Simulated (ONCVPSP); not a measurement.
# S: generating and testing an ONCV potential

Task: generate the file, and judge it by its errors in other configurations, its logarithmic derivatives, its ghosts and its cutoff.

Method: ONCVPSP 4.0.1, PBEsol, scalar-relativistic.

**1. Starting point**

Typed settings, in words:

```
element                 : sulfur (S, Z = 16)
type                    : optimised norm-conserving Vanderbilt (ONCV)
frozen core             : [Ne]
valence charge          : 6
reference configuration : 3s2 3p1 (charge +3)
partial waves           : 3s: rc 1.15 bohr, ncon 4, nbas 9, qcut 5.4 1/bohr, 2 projectors, debl 3.8 Ha; 3p: rc 1.25 bohr, ncon 4, nbas 7, qcut 6.8 1/bohr, 2 projectors, debl 3.7 Ha
local potential         : polynomial inside 1.10 bohr (lpopt 5, dvloc0 1 Ha)
core correction         : polynomial model core, fcfact 0.15
```

The nodes and maxima of the atom's own shells, from an earlier all-electron run, set the scale for the radii.

All-electron outer shells of the reference configuration (PBEsol, scalar-relativistic, ld1.x):

```csv
shell,level (eV),outermost node (bohr),outermost maximum (bohr)
2s,-252.88,0.13,0.39
2p,-198.11,–,0.33
3s,-52.17,0.60,1.34
3p,-40.23,0.57,1.44
```

**2. Generation**

S.dat reads:

```
# ATOM AND REFERENCE CONFIGURATION
# atsym  z   nc   nv     iexc    psfile
  S 16.00    3    2  -116133      upf
#
#   n    l    f
    1    0    2.00
    2    0    2.00
    2    1    6.00
    3    0    2.00
    3    1    1.00
#
# PSEUDOPOTENTIAL AND OPTIMIZATION
# lmax
    1
#
#   l,   rc,      ep,       ncon, nbas, qcut
    0    1.15    0.00    4    9    5.40
    1    1.25    0.00    4    7    6.80
#
# LOCAL POTENTIAL
# lloc, lpopt,  rc(5),   dvloc0
    4    5    1.10    1.00
#
# VANDERBILT-KLEINMAN-BYLANDER PROJECTORs
# l, nproj, debl
    0    2    3.80
    1    2    3.70
#
# MODEL CORE CHARGE
# icmod, fcfact, rcfact
    1    0.15    0.00
#
# LOG DERIVATIVE ANALYSIS
# epsh1, epsh2, depsh
   -3.00    5.00    0.02
#
# OUTPUT GRID
# rlmax, drl
    6.00    0.01
#
# TEST CONFIGURATIONS
# ncnf
    4
# nvcnf
#   n    l    f
    2
    3    0    2.00
    3    1    4.00
#
    2
    3    0    2.00
    3    1    3.00
#
    2
    3    0    2.00
    3    1    2.00
#
    2
    3    0    0.00
    3    1    6.00
#
```

The run is started by

```console
$ oncvpsp.x < S.dat > S.out
```

Before running it: what results should come out? Wanted: cutoffs for 1 and 0.1 mHa per electron, occupied waves; bound ghosts; GHOST(+) flags; largest test error; largest phase difference near zero energy, channels read; rms error of d²Exc/dn², without and with the model core.

**Answer**, as computed:

```
                                                quantity                 value
  cutoffs for 1 and 0.1 mHa per electron, occupied waves      15 Ha and 163 Ha
                                            bound ghosts            none found
                                          GHOST(+) flags           s at 147 eV
                            largest test error (AE − PS)  +56 meV, for 3s2 3p4
largest phase difference near zero energy, channels read             0.001 rad
 rms error of d²Exc/dn², without and with the model core     5.11 and 0.38 mHa
```

The worst unpolarised test, 3s2 3p4, is off by 56 meV on 68.0 eV; by total energies transferability rates as fair. That test lies far up in energy; among those under 40 eV, nearer to bonding, the largest error is 14 meV. It counts as soft on the atom at that tolerance, with 15 Ha needed at the looser tolerance. The tighter tolerance needs 163 Ha, and converged work needs a cutoff nearer that. At the looser tolerance the 3s wave is the slowest; 3p needs 11 Ha. The program's ghost test flags no bound state. Near zero energy the phases of the channels with partial waves agree within 0.001 rad. The program also flags highly localised states, GHOST(+) (s). All of this concerns the isolated atom, not yet a solid.
